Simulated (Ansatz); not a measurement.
Task: a single point in a Gaussian basis of C₂H₇AlOSi, SMILES [SiH3][AlH][CH]1CO1, with Ansatz 0.2.0 through its Python package. Give the script and its output. Settings: PBE, STO-3G basis, multiplicity 1, D4 dispersion.

```xyz
12

Si   -2.2716    0.8713   -0.3749
Al   -0.4633   -0.4959   -0.7273
C     0.8690   -0.6995    0.7064
C     2.3881   -0.4247    0.3650
O     1.5158    0.5295    0.9784
H    -2.3139    2.0025   -1.3961
H    -3.5311    0.1341   -0.5052
H    -2.2037    1.5236    0.9512
H    -0.2738   -1.2471   -2.0705
H     0.7353   -1.2638    1.6845
H     3.0669   -0.8390    1.0871
H     2.5594   -0.1462   -0.6646
```

`energy_c2h7alosi.py`:
```python
"""Single point of C2H7AlOSi."""

import argparse
import json

import ansatz as az
import numpy as np

parser = argparse.ArgumentParser(description="Single point of C2H7AlOSi.")
parser.add_argument("--basis-set", required=True, help="Gaussian basis set")
parser.add_argument("--functional", required=True, help="exchange-correlation functional")
parser.add_argument("--dispersion", required=True, help="dispersion correction")
args = parser.parse_args()

geometry_ang = [
    ("Si", (-2.2716, 0.8713, -0.3749)),
    ("Al", (-0.4633, -0.4959, -0.7273)),
    ("C", (0.869, -0.6995, 0.7064)),
    ("C", (2.3881, -0.4247, 0.365)),
    ("O", (1.5158, 0.5295, 0.9784)),
    ("H", (-2.3139, 2.0025, -1.3961)),
    ("H", (-3.5311, 0.1341, -0.5052)),
    ("H", (-2.2037, 1.5236, 0.9512)),
    ("H", (-0.2738, -1.2471, -2.0705)),
    ("H", (0.7353, -1.2638, 1.6845)),
    ("H", (3.0669, -0.839, 1.0871)),
    ("H", (2.5594, -0.1462, -0.6646)),
]
geometry = az.Crystal.molecule()
for symbol, xyz in geometry_ang:
    geometry = geometry.atom(symbol, xyz)

model = (
    geometry.calculation()
    .basis(gaussian=args.basis_set)
    .functional(args.functional, dispersion=args.dispersion)
    .scf(lower_state_search="light")
    .forces()
)
trace = []
outcome = model.session().plan().execute(on_event=trace.append)
data = outcome.report
for event in trace:
    if event["event"] == "mean_field_evaluation" and event["data"]["evaluation"] <= 25:
        print("pass {evaluation:3d}  E = {energy_ev:.6f} eV  gradient {gradient_ev:.1e}".format(**event["data"]))

for key in ("converged", "free_energy_ev", "reference_energy_ev", "n_frozen", "n_occupied", "n_virtual"):
    print(f"{key:22s} {data[key]}")

symbols = [site.symbol for site in geometry.cartesian_sites]
print("forces (eV/A)")
for symbol, f in zip(symbols, data["forces_ev_ang"]):
    print(f"  {symbol:2s} {f[0]:9.4f} {f[1]:9.4f} {f[2]:9.4f}")

charges = data["charge_distribution"]
print("dipole moment", round(4.803205 * float(np.linalg.norm(charges["dipole_moment_e_ang"])), 3), "D")
print("Mulliken:", [(s, round(q, 3)) for s, q in zip(symbols, charges["mulliken_charges_e"])])
with open("c2h7alosi.json", "w") as handle:
    json.dump({k: data[k] for k in ("free_energy_ev", "reference_energy_ev", "n_occupied", "n_virtual")}, handle, indent=1)
```

Output of `python energy_c2h7alosi.py --basis-set STO-3G --functional pbe --dispersion d4`:
```text
pass   1  E = -18467.440774 eV  gradient 2.5e+01
pass   2  E = -18465.178619 eV  gradient 3.6e+01
pass   3  E = -18469.312197 eV  gradient 1.1e+01
pass   4  E = -18469.660738 eV  gradient 2.5e+00
pass   5  E = -18469.676575 eV  gradient 9.8e-01
pass   6  E = -18469.679592 eV  gradient 2.6e-01
pass   7  E = -18469.555011 eV  gradient 3.4e-01
pass   8  E = -18469.555439 eV  gradient 7.6e-02
pass   9  E = -18469.555455 eV  gradient 2.9e-02
pass  10  E = -18469.555457 eV  gradient 2.1e-03
pass  11  E = -18469.555457 eV  gradient 2.1e-03
pass  12  E = -18469.555457 eV  gradient 4.9e-04
pass  13  E = -18469.555457 eV  gradient 9.0e-05
pass  14  E = -18469.555457 eV  gradient 1.8e-05
pass  15  E = -18469.555457 eV  gradient 1.8e-05
converged              True
free_energy_ev         -18469.793090435916
reference_energy_ev    -18469.555482066953
n_frozen               0
n_occupied             [27, 27]
n_virtual              [13, 13]
forces (eV/A)
  Si    0.2243    1.2104   -0.5533
  Al    0.1684   -0.8466   -0.1407
  C    -0.3286   -2.1111   -0.6856
  C    -2.8008   -0.9552    0.2997
  O     0.0060    4.8452    1.7046
  H    -0.0585   -1.0393    0.9427
  H     0.0683    0.2016    0.1297
  H    -0.2765   -0.2425   -0.4563
  H     0.0450    0.3765    0.5762
  H    -0.1446   -0.2893   -0.7540
  H     1.7426   -0.7269    0.0535
  H     1.3545   -0.4228   -1.1165
dipole moment 1.369 D
Mulliken: [('Si', 0.21), ('Al', 0.691), ('C', -0.221), ('C', -0.13), ('O', -0.196), ('H', -0.12), ('H', -0.118), ('H', -0.117), ('H', -0.221), ('H', 0.048), ('H', 0.094), ('H', 0.081)]
```

`c2h7alosi.json`, as written:
```json
{
 "free_energy_ev": -18469.793090435916,
 "reference_energy_ev": -18469.555482066953,
 "n_occupied": [
  27,
  27
 ],
 "n_virtual": [
  13,
  13
 ]
}
```

Notes:
- The settings weren't tested for convergence.
- The geometry is a force-field or estimated start, not a minimum of this method, and the basis set is short of its limit.
- Total less reference energy is the dispersion correction.
- Early passes use coarser integrals and grids, so their energies can't be compared with the last.
- The whole script took 2 s on 1 thread of Arm Neoverse V2, with other jobs on the host, peak memory 0.17 GiB.
